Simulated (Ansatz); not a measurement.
A run of Ansatz 0.2.0 is set up as follows.

File input.yaml:

```yaml
crystal:
  lattice:
    - [0.0, 2.57761, 2.57761]
    - [2.57761, 0.0, 2.57761]
    - [2.57761, 2.57761, 0.0]
  atoms:
    - { symbol: Ge, position: [0.5, 0.5, 0.5] }
    - { symbol: W, position: [0.0, 0.0, 0.0] }
hamiltonian:
  xc: pbe
  pseudopotentials: { kind: paw }
kpoints:
  mp_grid: { grid: [9, 9, 9] }
scf:
  occupations: { method: gaussian, width: 0.013 }
output:
  forces: true
  stress: true
  eigenvalues: true
```

Potentials or basis: Ansatz PAW.

The run is started by

```sh
$ ansatz run input.yaml --threads 2 --pin off --max-ram 5632MiB --backend cpu --events-out ev --progress --plain --runs-dir out
```

(1) What does it give for the band gap on the k mesh?

(2) Predict the pressure.

Results:

(1) none (metal or under the smearing width).

(2) 0.2 GPa.
